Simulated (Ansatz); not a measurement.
# AlH4SeSi+: single points off equilibrium

A test off equilibrium: a structure displaced at random from a GFN2-xTB minimum is computed at several levels, and each is set against CCSD(T).

Method: single points in def2-TZVPP; program: Ansatz 0.2.0, Gaussian basis.

Correlated methods freeze the cores. Filled d shells of the heavier atoms are correlated.

### 1 The starting structure

7 atoms, charge 1, spin multiplicity 1.

Atoms are counted from 1 here; the program's logs count them from 0.

Bond lengths: Si1–Al2 2.582 Å, Si1–H4 1.468 Å, Si1–H5 1.487 Å, Al2–Se3 2.260 Å, Al2–H6 1.516 Å, Se3–H7 1.461 Å. Angles: Al2–Si1–H4 148.1°, Al2–Si1–H5 106.9°, H4–Si1–H5 105.0°, Si1–Al2–Se3 137.6°, Si1–Al2–H6 87.9°, Se3–Al2–H6 133.7°, Al2–Se3–H7 89.5°.

Geometry (Å):

```xyz
7

Si   -1.5949    0.2026   -0.7711
Al    0.7715    0.0491    0.2510
Se    2.4609   -1.4497    0.3310
H    -2.7324   -0.4898   -1.3898
H    -1.9668    1.6419   -0.7862
H     0.6637    1.5251    0.5793
H     2.2792   -1.5586    1.7762
```

### 2 CCSD(T)/def2-TZVPP

Contents of run/in.yaml:

```yaml
crystal:
  periodic: [false, false, false]
  atoms:
    - {symbol: Si, position_ang: [-1.594900, 0.202600, -0.771100]}
    - {symbol: Al, position_ang: [0.771500, 0.049100, 0.251000]}
    - {symbol: Se, position_ang: [2.460900, -1.449700, 0.331000]}
    - {symbol: H, position_ang: [-2.732400, -0.489800, -1.389800]}
    - {symbol: H, position_ang: [-1.966800, 1.641900, -0.786200]}
    - {symbol: H, position_ang: [0.663700, 1.525100, 0.579300]}
    - {symbol: H, position_ang: [2.279200, -1.558600, 1.776200]}
basis:
  gaussian: {orbitals: def2-TZVPP}
total_charge: 1
correlation: {method: ccsd_t}
output: {forces: true}
```

No record of the launch command was kept for these runs.

### 3 PBE0-D4/def2-TZVPP

Edit run/in.yaml of step 2 so:

```diff
@@ -13,3 +13,3 @@
 total_charge: 1
-correlation: {method: ccsd_t}
-output: {forces: true}
+hamiltonian: {xc: pbe0, dispersion: d4}
+output: {forces: true, orbitals: {seedname: orbitals}}
```

### 4 wB97M-V/def2-TZVPP

Edit run/in.yaml of step 3 so:

```diff
@@ -13,3 +13,3 @@
 total_charge: 1
-hamiltonian: {xc: pbe0, dispersion: d4}
-output: {forces: true, orbitals: {seedname: orbitals}}
+hamiltonian: {xc: {name: wB97M-V}}
+output: {forces: true}
```

### 5 r2SCAN-D4/def2-TZVPP

Edit run/in.yaml of step 4 so:

```diff
@@ -13,3 +13,3 @@
 total_charge: 1
-hamiltonian: {xc: {name: wB97M-V}}
+hamiltonian: {xc: r2scan, dispersion: d4}
 output: {forces: true}
```

### 6 PBE-D4/def2-TZVPP

Edit run/in.yaml of step 5 so:

```diff
@@ -13,3 +13,3 @@
 total_charge: 1
-hamiltonian: {xc: r2scan, dispersion: d4}
+hamiltonian: {xc: pbe, dispersion: d4}
 output: {forces: true}
```

### 7 HSE06-D4/def2-TZVPP

Edit run/in.yaml of step 6 so:

```diff
@@ -13,3 +13,3 @@
 total_charge: 1
-hamiltonian: {xc: pbe, dispersion: d4}
+hamiltonian: {xc: hse06, dispersion: d4}
 output: {forces: true}
```

### 8 B97M-V/def2-TZVPP

Edit run/in.yaml of step 7 so:

```diff
@@ -13,3 +13,3 @@
 total_charge: 1
-hamiltonian: {xc: hse06, dispersion: d4}
+hamiltonian: {xc: {name: B97M-V}}
 output: {forces: true}
```

(Steps that only read results are left out.)

Q: Predict the outcome of this session. Wanted: energy less free atoms, CCSD(T)/def2-TZVPP; RMS force component; RMS force error; HOMO and LUMO, PBE0-D4; T1 diagnostic.

As calculated:

| quantity | value |
| --- | --- |
| energy less free atoms, CCSD(T)/def2-TZVPP | -932.8 kJ/mol |
| RMS force component | 0.234 to 0.390 eV/Å over the methods |
| RMS force error | PBE0-D4 0.078, wB97M-V 0.057, r2SCAN-D4 0.069, PBE-D4 0.200, HSE06-D4 0.080, B97M-V 0.062 eV/Å |
| HOMO and LUMO, PBE0-D4 | -11.58 and -9.28 eV |
| T1 diagnostic | 0.011 |

Against CCSD(T) the functionals' energies less atoms differ by -55.9 to -9.5 kJ/mol, PBE-D4 by -19.3 kJ/mol. A larger basis would deepen the CCSD(T) value, while the functionals are nearly converged already, so the order here is not reliable. For forces wB97M-V does best and PBE-D4 worst. Frozen-core CCSD(T) forces in triple zeta carry basis errors of their own, and this is one geometry, so small gaps rank nothing.
